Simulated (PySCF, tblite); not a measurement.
# C₈H₅ClN₂: vibronic structure

Wanted: vibronic structure for C₈H₅ClN₂ (`Clc1cccc2nccnc12`).

Programs: tblite 0.8.0 and PySCF 2.14.0, with routines of our own; each step states its level. All values are computed. Atoms count from 0.

### Step 1. The starting structure

16 atoms, charge 0, multiplicity 1; geometry from: force field or distance geometry start.

### Step 2. Relaxing the molecule with GFN2-xTB

Job settings and geometry (Å):

```
{"job": {"kind": "relax", "xc": "GFN2-xTB", "basis": "xTB"}, "charge": 0, "multiplicity": 1}
Cl     0.999300     3.099800    -0.398100
C      0.972100     1.385500    -0.201300
C      2.224200     0.727900    -0.142400
C      2.259600    -0.637500     0.008700
C      1.066800    -1.358200     0.140100
C     -0.173500    -0.723400     0.086100
N     -1.276800    -1.475600     0.203600
C     -2.454600    -0.827200     0.164700
C     -2.537800     0.529300     0.000900
N     -1.448100     1.304300    -0.116200
C     -0.238000     0.682100    -0.079100
H      3.135000     1.294400    -0.235200
H      3.209000    -1.164000     0.065000
H      1.103200    -2.437500     0.258100
H     -3.350000    -1.440100     0.258700
H     -3.498100     1.049100    -0.025100
```

Run with:

```bash
$ OMP_NUM_THREADS=1 python excited_run.py task.json out
```

One launch serves the whole session: the jobs run in the order shown.

The program printed:

```text
step      E/eV     max force
  0    -817.79562    2.471
  1    -817.93943    1.234
  2    -817.96983    0.253
  3    -817.97632    0.251
  4    -817.99288    0.295
  5    -817.99741    0.146
  6    -818.00012    0.124
  7    -818.00190    0.108
  8    -818.00330    0.102
  9    -818.00416    0.090
 10    -818.00501    0.070
 11    -818.00590    0.095
 12    -818.00658    0.076
 13    -818.00691    0.053
 14    -818.00707    0.041
 15    -818.00719    0.029
 16    -818.00729    0.022
 17    -818.00735    0.018
 18    -818.00739    0.016
 19    -818.00742    0.016
 20    -818.00744    0.010
 21    -818.00745    0.005
```

It took 0.29 s on 1 thread of Arm Neoverse N1, shared host.

Along the way:

```tsv
step	energy from step 0 (eV)	largest force (eV/Å)
0	0.0000	2.4714
1	-0.1438	1.2343
2	-0.1742	0.2532
3	-0.1807	0.2508
4	-0.1973	0.2947
5	-0.2018	0.1457
6	-0.2045	0.1237
7	-0.2063	0.1079
8	-0.2077	0.1020
9	-0.2085	0.0898
10	-0.2094	0.0698
11	-0.2103	0.0946
12	-0.2110	0.0757
13	-0.2113	0.0530
14	-0.2115	0.0411
15	-0.2116	0.0292
16	-0.2117	0.0221
17	-0.2117	0.0177
18	-0.2118	0.0159
19	-0.2118	0.0164
20	-0.2118	0.0102
21	-0.2118	0.0054
```

Close pairs (by a distance rule), those that changed most:

```tsv
bond	before (Å)	after (Å)	change (Å)
C1–C2	1.416	1.371	-0.045
C7–C8	1.369	1.411	+0.042
N6–C7	1.345	1.305	-0.040
C8–N9	1.342	1.305	-0.038
C3–C4	1.400	1.368	-0.032
C2–C3	1.374	1.403	+0.029
N9–C10	1.361	1.347	-0.015
C4–C5	1.394	1.408	+0.014
```

The final coordinates are the input of the step that follows.

### Step 3. Vibrational analysis with GFN2-xTB

Job settings and geometry (Å):

```
{"job": {"kind": "ir", "xc": "GFN2-xTB", "basis": "xTB"}, "charge": 0, "multiplicity": 1}
Cl     0.905004     3.092741    -0.397027
C      0.978774     1.388392    -0.193834
C      2.184372     0.737664    -0.145514
C      2.232935    -0.654952     0.020202
C      1.088238    -1.394043     0.136550
C     -0.163145    -0.750268     0.091050
N     -1.296344    -1.473492     0.206615
C     -2.430880    -0.830918     0.161539
C     -2.492974     0.568902    -0.001360
N     -1.417512     1.298283    -0.117917
C     -0.230355     0.663955    -0.075559
H      3.100017     1.300661    -0.235880
H      3.197001    -1.139003     0.055328
H      1.106219    -2.464546     0.264074
H     -3.329648    -1.425693     0.255891
H     -3.439301     1.091261    -0.035570
```

The program printed:

```text
mode    cm-1     km/mol
  1      94.1      0.17
  2     161.4      2.59
  3     177.0      0.10
  4     200.5      2.63
  5     370.5      1.25
  6     385.0     11.42
  7     416.8      0.03
  8     422.4      2.67
  9     514.8      0.21
 10     515.9      3.38
 11     540.2      0.55
 12     603.7      0.82
 13     643.3      1.86
 14     755.5      3.22
 15     788.9     16.74
 16     804.5      1.02
 17     843.4     20.36
 18     860.3      3.77
 19     890.4      0.09
 20     910.4      0.16
 21     923.7      0.29
 22     955.4     86.25
 23    1079.9     17.72
 24    1090.9      3.83
 25    1155.4      0.77
 26    1171.6      1.86
 27    1207.6      3.32
 28    1218.1     10.82
 29    1299.1      4.91
 30    1318.6      9.79
 31    1336.5      0.84
 32    1387.4      2.55
 33    1430.3     62.46
 34    1488.9     17.87
 35    1546.4     16.61
 36    1549.6     13.00
 37    1594.1      2.47
 38    3056.0     13.90
 39    3065.0     41.32
 40    3092.4     12.25
 41    3106.1     11.20
 42    3111.8      9.54
```

It took 1.1 s on 1 thread of Arm Neoverse N1, shared host.

The strongest bands and the atoms that carry them (share of the mass-weighted mode):

```tsv
cm⁻¹	km/mol	atoms
789	16.7	H13 20 %, H11 16 %, H12 15 %
843	20.4	H15 32 %, H14 28 %
955	86.2	C1 34 %, N6 18 %, C8 13 %
1080	17.7	C7 22 %, C8 21 %, H14 21 %, H15 19 %
1430	62.5	C10 27 %, C5 18 %, C2 15 %
1489	17.9	C3 25 %, C5 15 %, C2 14 %
1546	16.6	C8 29 %, N9 13 %, C5 13 %
3065	41.3	H15 71 %, H14 21 %
```

### Step 4. Vibronic structure: TDDFT BHandHLYP/6-31G*

Settings changed since step 3:

```diff
@@ -1,2 +1,2 @@
-{"job": {"kind": "ir", "xc": "GFN2-xTB", "basis": "xTB"}, "charge": 0, "multiplicity": 1}
+{"job": {"kind": "vib", "xc": "BHandHLYP", "basis": "6-31G*", "tda": false}, "charge": 0, "multiplicity": 1}
 Cl     0.905004     3.092741    -0.397027
```

With the program's defaults for keys left out, this is: TDDFT BHandHLYP/6-31G* vertical-gradient vibronic structure (displaced harmonic oscillators, Condon), gas phase.

The program printed:

```text
final grid: 70360 points
cycle   1  E = -877.2222902327  dE =  2.801e+00  |g| = 4.507e-01  |ddm| = 4.684e+00
cycle   2  E = -877.2414595942  dE = -1.917e-02  |g| = 4.303e-01  |ddm| = 1.111e+00
cycle   3  E = -877.2830386085  dE = -4.158e-02  |g| = 8.369e-02  |ddm| = 5.566e-01
cycle   4  E = -877.2846703722  dE = -1.632e-03  |g| = 4.064e-02  |ddm| = 1.396e-01
cycle   5  E = -877.2850906861  dE = -4.203e-04  |g| = 1.339e-02  |ddm| = 5.888e-02
cycle   6  E = -877.2851336698  dE = -4.298e-05  |g| = 2.846e-03  |ddm| = 1.690e-02
cycle   7  E = -877.2851360163  dE = -2.347e-06  |g| = 9.832e-04  |ddm| = 4.836e-03
cycle   8  E = -877.2851363493  dE = -3.330e-07  |g| = 3.658e-04  |ddm| = 1.760e-03
cycle   9  E = -877.2851363905  dE = -4.124e-08  |g| = 1.286e-04  |ddm| = 6.520e-04
cycle  10  E = -877.2851363956  dE = -5.133e-09  |g| = 3.438e-05  |ddm| = 1.758e-04
cycle  11  E = -877.2851363962  dE = -5.025e-10  |g| = 1.494e-05  |ddm| = 6.080e-05
converged SCF energy = -877.2851363962

Singlet excitations (eV, f): 4.083 (0.0043)  4.525 (0.0765)  4.815 (0.0571)  5.559 (0.0000)  5.858 (0.0000)  6.116 (0.6989)

State S1  4.0825 eV  f = 0.00427  H-2->L 0.93
  relaxed dipole 1.799 D, largest gradient of the excitation energy 0.0484 Eh/bohr
  mode    cm-1        S   lambda/meV  Raman
   11    540.2    1.6412     109.9   0.507
   32   1387.4    0.4910      84.5   1.000
   30   1318.6    0.2725      44.6   0.501
    9    514.8    0.1575      10.1   0.044
   13    643.3    0.0994       7.9   0.044
   28   1218.1    0.0524       7.9   0.082
    8    422.4    0.1283       6.7   0.024
   24   1090.9    0.0465       6.3   0.059
   23   1079.9    0.0300       4.0   0.037
    5    370.5    0.0749       3.4   0.011
   27   1207.6    0.0215       3.2   0.033
   35   1546.4    0.0165       3.2   0.042
  reorganisation energy 0.2990 eV, total S 3.081, 0-0 3.7836 eV
  absorption maximum 3.920 eV, width 0.436 eV

State S2  4.5246 eV  f = 0.07651  H->L 0.95
  relaxed dipole 3.897 D, largest gradient of the excitation energy 0.0556 Eh/bohr
  mode    cm-1        S   lambda/meV  Raman
   35   1546.4    0.9619     184.4   1.000
   32   1387.4    0.5514      94.8   0.461
    5    370.5    1.3897      63.8   0.083
   30   1318.6    0.1805      29.5   0.136
   28   1218.1    0.1651      24.9   0.106
   33   1430.3    0.1083      19.2   0.096
    9    514.8    0.2545      16.2   0.029
   13    643.3    0.1991      15.9   0.036
   36   1549.6    0.0728      14.0   0.076
   23   1079.9    0.0780      10.4   0.040
   34   1488.9    0.0504       9.3   0.049
   37   1594.1    0.0139       2.7   0.015
  reorganisation energy 0.4947 eV, total S 4.117, 0-0 4.0299 eV
  absorption maximum 4.450 eV, width 0.624 eV

State S6  6.1164 eV  f = 0.69890  H->L+1 0.60, H-1->L 0.25
  relaxed dipole 2.102 D, largest gradient of the excitation energy 0.0234 Eh/bohr
  mode    cm-1        S   lambda/meV  Raman
   13    643.3    0.4716      37.6   1.000
    5    370.5    0.5769      26.5   0.406
   18    860.3    0.1799      19.2   0.682
   32   1387.4    0.0513       8.8   0.506
   24   1090.9    0.0568       7.7   0.347
   16    804.5    0.0715       7.1   0.237
   25   1155.4    0.0332       4.8   0.227
   22    955.4    0.0374       4.4   0.175
    9    514.8    0.0455       2.9   0.062
   23   1079.9    0.0198       2.7   0.119
   36   1549.6    0.0115       2.2   0.142
   28   1218.1    0.0123       1.9   0.093
  reorganisation energy 0.1312 eV, total S 1.612, 0-0 5.9852 eV
  absorption maximum 5.987 eV, width 0.240 eV

State T1  3.0111 eV  f = 0.00000  H->L 0.81
  relaxed dipole 1.992 D, largest gradient of the excitation energy 0.0628 Eh/bohr
  mode    cm-1        S   lambda/meV  Raman
   35   1546.4    1.0213     195.8   1.000
   32   1387.4    0.7384     127.0   0.582
   28   1218.1    0.2005      30.3   0.122
   34   1488.9    0.1600      29.5   0.145
   30   1318.6    0.1606      26.2   0.114
   36   1549.6    0.1117      21.5   0.110
    5    370.5    0.4563      21.0   0.026
   33   1430.3    0.1182      21.0   0.099
   23   1079.9    0.0902      12.1   0.043
    9    514.8    0.1202       7.7   0.013
   11    540.2    0.1084       7.3   0.013
   13    643.3    0.0651       5.2   0.011
  reorganisation energy 0.5162 eV, total S 3.498, 0-0 2.4948 eV
  absorption maximum 2.867 eV, width 0.614 eV
```

Wall time 97 s (1 thread of Arm Neoverse N1, shared host); peak memory 0.97 GiB.

### Step 5. Vibronic structure: TDDFT BHandHLYP/6-31G*

Settings changed since step 4:

```diff
@@ -1,2 +1,2 @@
-{"job": {"kind": "vib", "xc": "BHandHLYP", "basis": "6-31G*", "tda": false}, "charge": 0, "multiplicity": 1}
+{"job": {"kind": "vib", "xc": "BHandHLYP", "basis": "6-31G*", "tda": false, "temperature": 77}, "charge": 0, "multiplicity": 1}
 Cl     0.905004     3.092741    -0.397027
```

With the program's defaults for keys left out, this is: TDDFT BHandHLYP/6-31G* vertical-gradient vibronic structure (displaced harmonic oscillators, Condon), gas phase.

The program printed:

```text
final grid: 70360 points
cycle   1  E = -877.2222902327  dE =  2.801e+00  |g| = 4.507e-01  |ddm| = 4.684e+00
cycle   2  E = -877.2414595942  dE = -1.917e-02  |g| = 4.303e-01  |ddm| = 1.111e+00
cycle   3  E = -877.2830386085  dE = -4.158e-02  |g| = 8.369e-02  |ddm| = 5.566e-01
cycle   4  E = -877.2846703722  dE = -1.632e-03  |g| = 4.064e-02  |ddm| = 1.396e-01
cycle   5  E = -877.2850906861  dE = -4.203e-04  |g| = 1.339e-02  |ddm| = 5.888e-02
cycle   6  E = -877.2851336698  dE = -4.298e-05  |g| = 2.846e-03  |ddm| = 1.690e-02
cycle   7  E = -877.2851360163  dE = -2.347e-06  |g| = 9.832e-04  |ddm| = 4.836e-03
cycle   8  E = -877.2851363493  dE = -3.330e-07  |g| = 3.658e-04  |ddm| = 1.760e-03
cycle   9  E = -877.2851363905  dE = -4.124e-08  |g| = 1.286e-04  |ddm| = 6.520e-04
cycle  10  E = -877.2851363956  dE = -5.133e-09  |g| = 3.438e-05  |ddm| = 1.758e-04
cycle  11  E = -877.2851363962  dE = -5.025e-10  |g| = 1.494e-05  |ddm| = 6.080e-05
converged SCF energy = -877.2851363962

Singlet excitations (eV, f): 4.083 (0.0043)  4.525 (0.0765)  4.815 (0.0571)  5.559 (0.0000)  5.858 (0.0000)  6.116 (0.6989)

State S1  4.0825 eV  f = 0.00427  H-2->L 0.93
  relaxed dipole 1.799 D, largest gradient of the excitation energy 0.0484 Eh/bohr
  mode    cm-1        S   lambda/meV  Raman
   11    540.2    1.6412     109.9   0.507
   32   1387.4    0.4910      84.5   1.000
   30   1318.6    0.2725      44.6   0.501
    9    514.8    0.1575      10.1   0.044
   13    643.3    0.0994       7.9   0.044
   28   1218.1    0.0524       7.9   0.082
    8    422.4    0.1283       6.7   0.024
   24   1090.9    0.0465       6.3   0.059
   23   1079.9    0.0300       4.0   0.037
    5    370.5    0.0749       3.4   0.011
   27   1207.6    0.0215       3.2   0.033
   35   1546.4    0.0165       3.2   0.042
  reorganisation energy 0.2990 eV, total S 3.081, 0-0 3.7836 eV
  absorption maximum 4.016 eV, width 0.430 eV

State S2  4.5246 eV  f = 0.07651  H->L 0.95
  relaxed dipole 3.897 D, largest gradient of the excitation energy 0.0556 Eh/bohr
  mode    cm-1        S   lambda/meV  Raman
   35   1546.4    0.9619     184.4   1.000
   32   1387.4    0.5514      94.8   0.461
    5    370.5    1.3897      63.8   0.083
   30   1318.6    0.1805      29.5   0.136
   28   1218.1    0.1651      24.9   0.106
   33   1430.3    0.1083      19.2   0.096
    9    514.8    0.2545      16.2   0.029
   13    643.3    0.1991      15.9   0.036
   36   1549.6    0.0728      14.0   0.076
   23   1079.9    0.0780      10.4   0.040
   34   1488.9    0.0504       9.3   0.049
   37   1594.1    0.0139       2.7   0.015
  reorganisation energy 0.4947 eV, total S 4.117, 0-0 4.0299 eV
  absorption maximum 4.450 eV, width 0.604 eV

State S6  6.1164 eV  f = 0.69890  H->L+1 0.60, H-1->L 0.25
  relaxed dipole 2.102 D, largest gradient of the excitation energy 0.0234 Eh/bohr
  mode    cm-1        S   lambda/meV  Raman
   13    643.3    0.4716      37.6   1.000
    5    370.5    0.5769      26.5   0.406
   18    860.3    0.1799      19.2   0.682
   32   1387.4    0.0513       8.8   0.506
   24   1090.9    0.0568       7.7   0.347
   16    804.5    0.0715       7.1   0.237
   25   1155.4    0.0332       4.8   0.227
   22    955.4    0.0374       4.4   0.175
    9    514.8    0.0455       2.9   0.062
   23   1079.9    0.0198       2.7   0.119
   36   1549.6    0.0115       2.2   0.142
   28   1218.1    0.0123       1.9   0.093
  reorganisation energy 0.1312 eV, total S 1.612, 0-0 5.9852 eV
  absorption maximum 5.985 eV, width 0.214 eV

State T1  3.0111 eV  f = 0.00000  H->L 0.81
  relaxed dipole 1.992 D, largest gradient of the excitation energy 0.0628 Eh/bohr
  mode    cm-1        S   lambda/meV  Raman
   35   1546.4    1.0213     195.8   1.000
   32   1387.4    0.7384     127.0   0.582
   28   1218.1    0.2005      30.3   0.122
   34   1488.9    0.1600      29.5   0.145
   30   1318.6    0.1606      26.2   0.114
   36   1549.6    0.1117      21.5   0.110
    5    370.5    0.4563      21.0   0.026
   33   1430.3    0.1182      21.0   0.099
   23   1079.9    0.0902      12.1   0.043
    9    514.8    0.1202       7.7   0.013
   11    540.2    0.1084       7.3   0.013
   13    643.3    0.0651       5.2   0.011
  reorganisation energy 0.5162 eV, total S 3.498, 0-0 2.4948 eV
  absorption maximum 2.865 eV, width 0.602 eV
```

Run time: 96 s. Hardware: 1 thread of Arm Neoverse N1, shared host; peak memory 1 GiB.

### Step 6. Results

| quantity | value |
| --- | --- |
| strongest single infrared mode (GFN2-xTB) | 955 cm⁻¹, 86 km/mol |
| zero-point energy (GFN2-xTB) | 68.7 kcal/mol |
| S1: vertical, reorganisation, 0-0, total S (step 4, TDDFT BHandHLYP/6-31G*, modes from GFN2-xTB) | 4.08, 0.30, 3.78 eV; 3.1 |
| S2: vertical, reorganisation, 0-0, total S (step 4, TDDFT BHandHLYP/6-31G*, modes from GFN2-xTB) | 4.52, 0.49, 4.03 eV; 4.1 |
| S6: vertical, reorganisation, 0-0, total S (step 4, TDDFT BHandHLYP/6-31G*, modes from GFN2-xTB) | 6.12, 0.13, 5.99 eV; 1.6 |
| S1: vertical, reorganisation, 0-0, total S (step 5, TDDFT BHandHLYP/6-31G*, modes from GFN2-xTB) | 4.08, 0.30, 3.78 eV; 3.1 |
| S2: vertical, reorganisation, 0-0, total S (step 5, TDDFT BHandHLYP/6-31G*, modes from GFN2-xTB) | 4.52, 0.49, 4.03 eV; 4.1 |
| S6: vertical, reorganisation, 0-0, total S (step 5, TDDFT BHandHLYP/6-31G*, modes from GFN2-xTB) | 6.12, 0.13, 5.99 eV; 1.6 |

**Reading.** No mode is imaginary among the 42: a minimum at this level. The strongest single mode, at 955 cm⁻¹, is spread over several atoms, C1, N6, C8 among them. Unscaled tight-binding wavenumbers are off by several per cent, some by more. Its intensities can rank the bands wrongly. The vibronic model keeps the ground-state modes (from xTB) and shifts them along the gradient alone, so it can miss much of the relaxation that a full optimisation finds.
